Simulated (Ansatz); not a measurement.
Consider a comparison of norm-conserving and PAW potentials of Ga₃Se, space group Pm-3m (Ansatz 0.2.0 through its Python package).

`nc_paw_ga3se.py`
```python
# -*- coding: utf-8 -*-
'''Two kinds of potentials on Ga3Se.'''

from dataclasses import dataclass

import ansatz as az
import numpy as np


@dataclass(frozen=True)
class Settings:
    kmesh: tuple[int, ...] = (5, 5, 5)
    functional: str = 'lda'
    filling: str = 'Gaussian'


cfg = Settings()


def count_gap(report):
    # lowest empty less highest filled band, counting bands; zero where they overlap
    return max(report.get('gap_by_band_count_ev') or 0.0, 0.0)

cell = (
    az.Lattice.of((4.432465, 0.0, 0.0), (0.0, 4.432465, 0.0), (0.0, 0.0, 4.432465))
    .atom('Ga', (0.0, 0.5, 0.5))
    .atom('Ga', (0.5, 0.0, 0.5))
    .atom('Ga', (0.5, 0.5, 0.0))
    .atom('Se', (0.0, 0.0, 0.0))
)

model = (
    cell.calculation()
    .kpoints(mesh=cfg.kmesh, center='gamma')
    .functional(cfg.functional)
    .occupations(cfg.filling)
    .stress()
    .forces()
    .band_table()
)
variants = {
    'PAW': model.pseudopotentials('paw'),
    'norm-conserving': model.pseudopotentials('nc'),
}
# totals differ by the cores that each treatment holds, so compare what does not depend on them
rows = []
for label, variant in variants.items():
    report = variant.run(threads=1, backend='cpu').report
    levels = np.array(report['eigenvalues_ev'][0]) - report['fermi_energy_ev']
    print(label, 'levels at the first k-point near E_F:', np.round(levels[np.abs(levels) < 5], 3))
    rows.append((label, report['n_electrons'], np.trace(report['stress_gpa']) / 3, count_gap(report)))
lines = [','.join(['treatment', 'electrons in bands', 'P GPa', 'gap by band count eV'])] + [','.join(f'{v:.4f}' if isinstance(v, float) else str(v) for v in row) for row in rows]
print('\n'.join(lines))
with open('nc_paw.csv', 'w') as handle:
    handle.write('\n'.join(lines) + '\n')
```

How well do the two treatments of the cores agree on the pressure?

PAW gives -4.543 GPa and norm-conserving -4.563 GPa, 0.020 GPa apart. They took 1.7 and 5.3 s of processor time.

The run itself:

```console
$ python nc_paw_ga3se.py
DeckWarning: basis.ecutwfc = 420 eV, auto-derived from the records' recommended cutoffs: set by Ga (normal level)
PAW levels at the first k-point near E_F: [-3.686 -3.686 -3.686 -2.935 -2.935  1.61   1.61   1.61   4.339  4.339
  4.339]
DeckWarning: basis.ecutwfc = 1170.089609 eV, auto-derived from the records' recommended cutoffs: set by Se (normal level)
norm-conserving levels at the first k-point near E_F: [-3.684 -3.684 -3.684 -2.94  -2.94   1.611  1.611  1.611  4.343  4.343
  4.343]
treatment,electrons in bands,P GPa,gap by band count eV
PAW,55.0000,-4.5434,0.0000
norm-conserving,55.0000,-4.5633,0.0000
```
(Warnings from the package without file and line.)

Reading the output:
- The computed bands are complete only to about 3.8 eV above the Fermi level.
- The mesh is modest for a metal, so energies can be off by several to tens of meV an atom and pressures by half a GPa or more; differences at equal mesh fare better.
- A gap by band count of zero or less means overlapping bands, a metal, and at an odd count of electrons it is no gap at all.
- This cell is a computed structure, which may not be the phase found in nature.
- Gaps and levels are Kohn-Sham values on a finite set of k-points, without spin-orbit coupling.
- Stress is positive in compression.
- It ran for 7.5 s on 1 thread of Arm Neoverse V1, on a shared host, peak memory 0.47 GiB.
